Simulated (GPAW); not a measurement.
The system is GaGe3.

```
Ge Ga
1.0
     0.00000    3.38717    3.38717
     3.38717    0.00000    3.38717
     3.38717    3.38717    0.00000
Ge Ga
3 1
Direct
  0.50000 0.50000 0.50000
  0.75000 0.75000 0.75000
  0.25000 0.25000 0.25000
  0.00000 0.00000 0.00000
```

The cell comes from a database or a generator and needn't be the stable form of this composition.

Base run:

* Program: GPAW 26.7.0
* Functional: r2SCAN
* Potentials or basis: GPAW PAW data sets (gpaw-data 1.2.1)
* Cutoff: 600 eV
* Basis: pw
* k mesh: 7 × 7 × 7
* Occupations: fermi-dirac, width 0.05 eV
* Spin: no spin polarisation

Its results: pressure -3.0 GPa.

Q: The run is repeated on the same cell with these changes: functional from r2SCAN to LDA; potentials or basis from GPAW PAW data sets (gpaw-data 1.2.1) to the program's PAW data sets (release 1.2.1) made for this functional. What comes out?

A: Pressure -5.7 GPa.

Caveats: the PAW data sets were made with another functional, which shifts forces and pressure a little (some runs).
